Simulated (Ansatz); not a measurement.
# Al3GaAs4: the cost of one run

Computed with Ansatz 0.2.0 (DFT PBE, scalar-relativistic, plane waves, PAW, unless a step's input says otherwise).

**1. Starting point**

It takes space group I-42m (No. 121, tetragonal). Conventional cell: a = 5.733 Å, b = 5.733 Å, c = 11.466 Å, α = 90.00°, β = 90.00°, γ = 90.00°. Al (site symmetry -42m) is surrounded by 4 As at 2.48 Å. Al (site symmetry -4) has 4 As at 2.48 Å as nearest neighbours. Ga (site symmetry -42m) is surrounded by 4 As at 2.49 Å. Around As (site symmetry m) lie 3 Al at 2.48 Å and 1 Ga at 2.49 Å.

Structure file:

```cif
data_structure
_symmetry_space_group_name_H-M 'I-42m'
_symmetry_Int_Tables_number 121
_cell_length_a 5.7328
_cell_length_b 5.7328
_cell_length_c 11.4665
_cell_angle_alpha 90.000
_cell_angle_beta 90.000
_cell_angle_gamma 90.000
_cell_volume 376.85
loop_
_atom_site_label
_atom_site_type_symbol
_atom_site_symmetry_multiplicity
_atom_site_Wyckoff_symbol
_atom_site_fract_x
_atom_site_fract_y
_atom_site_fract_z
_atom_site_occupancy
Al1 Al 2 a 0.00000 0.00000 0.00000 1
Al2 Al 4 d 0.50000 0.00000 0.25000 1
Ga1 Ga 2 b 0.50000 0.50000 0.00000 1
As1 As 8 i 0.74925 0.74925 0.37457 1
```

The start is the relaxed end of an invented cell (made as: elements ordered on the sites of the AlAs type, Al/Ga on Al (I-42m, No. 121)), taken up again for a closer look.

**2. The guess as it stands, on a coarse mesh**

File input.yaml:

```yaml
crystal:
  lattice:
    - [-2.8664042, 2.8664042, 5.7332375]
    - [2.8664042, -2.8664042, 5.7332375]
    - [2.8664042, 2.8664042, -5.7332375]
  atoms:
    - { symbol: Al, position: [0.0, 0.0, 0.0] }
    - { symbol: Al, position: [0.25, 0.75, 0.5] }
    - { symbol: Al, position: [0.75, 0.25, 0.5] }
    - { symbol: Ga, position: [0.5, 0.5, 0.0] }
    - { symbol: As, position: [0.123817, 0.123817, 0.498503] }
    - { symbol: As, position: [0.374686, 0.876183, 0.0] }
    - { symbol: As, position: [0.625314, 0.625314, 0.501497] }
    - { symbol: As, position: [0.876183, 0.374686, 0.0] }
basis:
  ecutwfc: 420
kpoints:
  mp_grid: { grid: [4, 4, 4] }
hamiltonian:
  xc: pbe
scf:
  occupations: { method: gaussian, width: 0.1 }
  lower_state_search: "off"
output:
  forces: true
  stress: true
  eigenvalues: true
```

Run with:

```sh
ansatz run input.yaml --threads 4 --pin off --max-ram 8192MiB --backend cpu --events-out ev --progress --plain --runs-dir out
```

What time and memory should one allow on 4 threads of Arm Neoverse V1, shared host?

About 3 s, with a peak of 0.57 GiB.
